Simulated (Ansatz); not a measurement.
# SnH₂ (triplet): from Hartree-Fock to the top rungs, def2-TZVPP

One table from this session's results is given with a row withheld; the runs are named, their logs left out.

Computed with Ansatz 0.2.0, Gaussian basis. Level: def2-TZVPP, core rule «outside noble gas», up to 9 orbitals frozen.

The runs, in order: UHF; CCSD(T) on ROHF; CCSD(T) on UHF; BCCD(T) on ROHF; CCSDT(Q) on ROHF; CCSDT(Q) on UHF; CASSCF and MRCISD+Q, 6 electrons in 6 orbitals; CASSCF and NEVPT2, 6 electrons in 6 orbitals.

23 further runs of the same task are left out: 7 that didn't finish, 16 set aside as unsound or not needed. Runs told in other sessions of the task aren't counted.

## The geometry

The geometry is a PBE0/def2-TZVP stationary point (not a proven minimum). No spin-orbit coupling is included. Elements past krypton take def2 core potentials.

3 atoms, charge 0, spin multiplicity 3.

Atoms are counted from 1 here; the program's logs count them from 0.

Bond lengths: Sn1–H2 1.715 Å, Sn1–H3 1.715 Å. Angles: H2–Sn1–H3 119.7°.

The first run:

in.yaml reads:

```yaml
crystal:
  periodic: [false, false, false]
  atoms:
    - {symbol: Sn, position_ang: [0.000000, -0.014391, 0.000000]}
    - {symbol: H, position_ang: [0.000000, 0.847453, -1.482753]}
    - {symbol: H, position_ang: [0.000000, 0.847453, 1.482753]}
basis:
  gaussian: {orbitals: def2-TZVPP}
magnetization: {spin_polarized: true, initial_magnetization: 2}
hamiltonian: {xc: hf}
output: {orbitals: {seedname: orbitals}}
```

Command:

```
$ ansatz run in.yaml --threads 1 --pin off --events-out ev --progress --plain --max-ram 2393MiB
```

Steps of the session up to this table: UHF; CCSD(T) on ROHF; CCSD(T) on UHF; BCCD(T) on ROHF; CCSDT(Q) on ROHF; CCSDT(Q) on UHF; CASSCF and MRCISD+Q, 6 electrons in 6 orbitals; CASSCF and NEVPT2, 6 electrons in 6 orbitals.

One table of the session follows, with a row left open; its other results are not shown here.

```
          method  from RCCSDT(Q) (kJ/mol)
            ROHF                   +272.7
             UHF                   +265.9
            RMP2                    +61.8
            UMP2                    +59.5
           RCCSD                     +8.7
           UCCSD                     +6.5
        RCCSD(T)                     +1.9
        UCCSD(T)                     -0.3
         BCCD(T)                     +1.9
          RCCSDT                     +0.1
          UCCSDT                     -2.0
       RCCSDT(Q)                        0
       UCCSDT(Q)                     -2.2
  CASSCF valence                   +183.8
  NEVPT2 valence                        ?
  MRCISD valence                     +7.7
MRCISD+Q valence                      0.0
```

Estimate the missing values for NEVPT2 valence.

As computed: from RCCSDT(Q) (kJ/mol): +52.2. In the column «from RCCSDT(Q) (kJ/mol)» it lies between RCCSD (+8.7) and UMP2 (+59.5).

To keep in mind: Restricted and unrestricted rows rest on different reference determinants; a gap between their highest levels can come from leftover correlation error, from unlike frozen cores or from another state.
